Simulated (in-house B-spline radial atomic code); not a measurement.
**Zr⁺: a fraction of an electron moved 3d → 4f**

Aim: the energy of Zr⁺ as a fraction of an electron is moved 3d → 4f, to see how far it bends away from a straight line.

The numbers are computed with in-house B-spline radial atomic code version 1 (scalar-relativistic (spin-free one-electron X2C) r2SCAN0, spin-polarised, spherical fractional occupations, Fermi nucleus, basis-set limit), except any that are marked as measured or tabulated.

## Step 1: Starting point

| Item | Value |
| --- | --- |
| element | zirconium (Z = 40) |
| charge | +1 |
| electrons | 39 |
| configuration | [Kr] 4d2 5s1 |
| Hamiltonian | scalar-relativistic (X2C) |
| nucleus | Fermi, rms radius 4.269 fm |

Outer shells as boxes (Hund's rule):

[Kr] 4d2 5s1
```
[Kr] core
4d [↑ ][↑ ][  ][  ][  ]
5s [↑ ]
```

Where spins are not typed, each open shell is filled with up spins first.

## Step 2: The start, at fraction 0

Settings, as recorded:

```ini
Z = 40
electrons = 39.0
configuration = [Kr] 4d2 5s1
hamiltonian = x2c
method = r2scan0
spin_polarised = True
nucleus = fermi
rms_radius = 4.2694
mass_number = 90
atomic_mass = 89.904698755
speed_of_light = 137.035999084
```

## Step 3: 0.125 electron moved 3d → 4f

The settings differ from step 2 so:

```diff
@@ -2,3 +2,3 @@
 electrons = 39.0
-configuration = [Kr] 4d2 5s1
+configuration = [Ar] 3d9.875 4s2 4p6 4d2 4f0.125 5s1
 hamiltonian = x2c
```

## Step 4: 0.25 electron moved 3d → 4f

The settings differ from step 3 so:

```diff
@@ -2,3 +2,3 @@
 electrons = 39.0
-configuration = [Ar] 3d9.875 4s2 4p6 4d2 4f0.125 5s1
+configuration = [Ar] 3d9.75 4s2 4p6 4d2 4f0.25 5s1
 hamiltonian = x2c
```

## Step 5: 0.375 electron moved 3d → 4f

The settings differ from step 4 so:

```diff
@@ -2,3 +2,3 @@
 electrons = 39.0
-configuration = [Ar] 3d9.75 4s2 4p6 4d2 4f0.25 5s1
+configuration = [Ar] 3d9.625 4s2 4p6 4d2 4f0.375 5s1
 hamiltonian = x2c
```

## Step 6: 0.5 electron moved 3d → 4f

The settings differ from step 5 so:

```diff
@@ -2,3 +2,3 @@
 electrons = 39.0
-configuration = [Ar] 3d9.625 4s2 4p6 4d2 4f0.375 5s1
+configuration = [Ar] 3d9.5 4s2 4p6 4d2 4f0.5 5s1
 hamiltonian = x2c
```

## Step 7: 0.625 electron moved 3d → 4f

The settings differ from step 6 so:

```diff
@@ -2,3 +2,3 @@
 electrons = 39.0
-configuration = [Ar] 3d9.5 4s2 4p6 4d2 4f0.5 5s1
+configuration = [Ar] 3d9.375 4s2 4p6 4d2 4f0.625 5s1
 hamiltonian = x2c
```

## Step 8: 0.75 electron moved 3d → 4f

The settings differ from step 7 so:

```diff
@@ -2,3 +2,3 @@
 electrons = 39.0
-configuration = [Ar] 3d9.375 4s2 4p6 4d2 4f0.625 5s1
+configuration = [Ar] 3d9.25 4s2 4p6 4d2 4f0.75 5s1
 hamiltonian = x2c
```

## Step 9: 0.875 electron moved 3d → 4f

The settings differ from step 8 so:

```diff
@@ -2,3 +2,3 @@
 electrons = 39.0
-configuration = [Ar] 3d9.25 4s2 4p6 4d2 4f0.75 5s1
+configuration = [Ar] 3d9.125 4s2 4p6 4d2 4f0.875 5s1
 hamiltonian = x2c
```

## Step 10: 1 electron moved 3d → 4f

The settings differ from step 9 so:

```diff
@@ -2,3 +2,3 @@
 electrons = 39.0
-configuration = [Ar] 3d9.125 4s2 4p6 4d2 4f0.875 5s1
+configuration = [Ar] 3d9 4s2 4p6 4d2 4f1 5s1
 hamiltonian = x2c
```

How does the energy change with the fraction, and which way and how far does it bend from the straight line between the ends?

**Answer**, as computed:

| fraction | energy change (eV) | less the straight line (eV) | level 3d down (eV) | level 4f up (eV) | sum of <r²> (bohr²) |
| --- | --- | --- | --- | --- | --- |
| 0 | 0.0000 | 0.0000 | -190.04 | empty | 45.009 |
| 0.125 | 23.7928 | -1.2639 | -193.11 | -1.385 | 69.159 |
| 0.25 | 47.9372 | -2.1762 | -196.17 | -1.571 | 84.522 |
| 0.375 | 72.4430 | -2.7270 | -199.22 | -1.720 | 95.425 |
| 0.5 | 97.3133 | -2.9134 | -202.28 | -1.852 | 103.31 |
| 0.625 | 122.5494 | -2.7340 | -205.33 | -1.973 | 109.00 |
| 0.75 | 148.1517 | -2.1883 | -208.37 | -2.086 | 113.05 |
| 0.875 | 174.1200 | -1.2768 | -211.40 | -2.193 | 115.84 |
| 1 | 200.4534 | 0.0000 | -214.42 | -2.295 | 117.65 |

What this shows: From fraction 0 to 1 the energy changes by 200.453 eV. It sags under the straight line by up to 2.91 eV (at 0.5). Slater's transition state, the slope from the orbital energies at fraction 0.5 (Janak's theorem), gives 200.425 eV for the whole step. Here exact exchange is taken at spherical fractional occupations, which leaves self-interaction in open p, d and f shells; that spoils the energies somewhat, at whole numbers too.
